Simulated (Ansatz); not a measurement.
# CH2Cl2OSi: basis-set convergence

One table from this session's results is given with a row withheld; the runs are named, their logs left out.

Program: Ansatz 0.2.0, Gaussian basis. Level of theory: one geometry, several basis sets. These are calculated values, not measurements.

The runs, in order: PBE0-D4/def2-SVP; ωB97M-V/def2-SVP; PBE0-D4/def2-QZVPP; ωB97M-V/def2-QZVPP; the functionals' def2-TZVPP values are taken from earlier runs.

## The relaxed structure

An earlier PBE0-D4 in a triple-zeta def2 set relaxation fixed the geometry.

SMILES `ClC1(Cl)O[SiH2]1`, 7 atoms, charge 0, spin multiplicity 1.

Atoms are counted from 1 here; the program's logs count them from 0.

Bond lengths: Cl1–C2 1.757 Å, C2–Cl3 1.757 Å, C2–O4 1.409 Å, C2–Si5 1.815 Å, O4–Si5 1.686 Å, Si5–H6 1.475 Å, Si5–H7 1.475 Å. Angles: Cl1–C2–Cl3 111.1°, Cl1–C2–O4 113.4°, Cl1–C2–Si5 122.9°, Cl3–C2–O4 113.4°, Cl3–C2–Si5 122.9°, O4–C2–Si5 61.5°, C2–O4–Si5 71.2°, C2–Si5–O4 47.3°, C2–Si5–H6 121.3°, C2–Si5–H7 121.3°, O4–Si5–H6 116.1°, O4–Si5–H7 116.1°, H6–Si5–H7 115.5°.

Coordinates:

```mol
CH2Cl2OSi
  3D, bonds by distance, orders not assigned

  7  7  0  0  0  0  0  0  0  0999 V2000
   -0.6048   -1.4077    1.7323 Cl  0  0
    0.0670   -0.7945    0.2288 C   0  0
    0.4678   -2.1077   -0.8679 Cl  0  0
    1.1238    0.1177    0.4191 O   0  0
   -0.1589    0.9187   -0.3256 Si  0  0
   -0.8785    1.9041    0.5031 H   0  0
    0.0449    1.3014   -1.7355 H   0  0
  1  2  8  0
  2  3  8  0
  2  4  8  0
  4  5  8  0
  5  6  8  0
  5  7  8  0
  2  5  8  0
M  END
```

Set-up of the first run:

Input file in.yaml:

```yaml
crystal:
  periodic: [false, false, false]
  atoms:
    - {symbol: Cl, position_ang: [-0.604775, -1.407716, 1.732324]}
    - {symbol: C, position_ang: [0.067000, -0.794549, 0.228800]}
    - {symbol: Cl, position_ang: [0.467786, -2.107708, -0.867944]}
    - {symbol: O, position_ang: [1.123753, 0.117728, 0.419098]}
    - {symbol: Si, position_ang: [-0.158911, 0.918654, -0.325609]}
    - {symbol: H, position_ang: [-0.878518, 1.904144, 0.503121]}
    - {symbol: H, position_ang: [0.044866, 1.301446, -1.735490]}
basis:
  gaussian: {orbitals: def2-SVP}
hamiltonian: {xc: pbe0, dispersion: d4}
output: {orbitals: {seedname: orbitals}}
```

Launch:

```
ansatz run in.yaml --threads 2 --pin off --events-out ev --progress --plain --max-ram 4352MiB
```

Steps of the session up to this table: PBE0-D4 in def2-SVP; ωB97M-V in def2-SVP; PBE0-D4 in def2-QZVPP; ωB97M-V in def2-QZVPP.

One table of the session follows, with a row left open; its other results are not shown here.

It belongs to the step «Functionals by basis». 

```
functional       basis  HOMO (eV)
   PBE0-D4    def2-SVP      -7.60
   PBE0-D4  def2-TZVPP      -7.71
   PBE0-D4  def2-QZVPP      -7.76
   ωB97M-V    def2-SVP      -9.71
   ωB97M-V  def2-TZVPP      -9.88
   ωB97M-V  def2-QZVPP          ?
```

Estimate the missing values for ωB97M-V, def2-QZVPP.

The run gave: HOMO (eV): -9.93. In the column «HOMO (eV)» it is the lowest.
